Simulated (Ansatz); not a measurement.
Crystal: SnTe3.

```
Te Sn
1.0
     0.00000    3.86122    3.86122
     3.86122    0.00000    3.86122
     3.86122    3.86122    0.00000
Te Sn
3 1
Direct
  0.50000 0.50000 0.50000
  0.75000 0.75000 0.75000
  0.25000 0.25000 0.25000
  0.00000 0.00000 0.00000
```

The cell comes from a database or a generator and needn't be the stable form of this composition.

Base run:

* Program: Ansatz 0.2.0
* Functional: LDA
* Potentials or basis: Ansatz PAW
* Cutoff: 420 eV
* Density cutoff: 1680 eV
* k mesh: 6 × 6 × 6
* Occupations: fermi-dirac, width 0.05 eV
* Spin: no spin polarisation

Its results: band gap on the k mesh none (metal or under the smearing width); pressure -3.8 GPa.

After a change of settings the same cell gave: band gap on the k mesh none (metal or under the smearing width); pressure 0.1 GPa. Which change was it?
A. functional from LDA to PBEsol
B. functional from LDA to PBEsol; potentials or basis from Ansatz PAW to Ansatz PAW earlier set; cutoff from 420 eV to 640 eV; density cutoff from 1680 eV to 2560 eV; valence electrons from 62 to 70
C. functional from LDA to PBE
D. functional from LDA to PBEsol; potentials or basis from Ansatz PAW to PseudoDojo standard (PBEsol files); cutoff from 420 eV to 1120 eV; density cutoff from 1680 eV to 4480 eV

C.

PBE binds less tightly than LDA, so the same cell stands under more pressure.

Caveats: the PAW data sets come from PBE, with cores solved anew for the run's functional, which leaves a small shift of forces and pressure (some runs).

Not every run made on this cell is shown here.
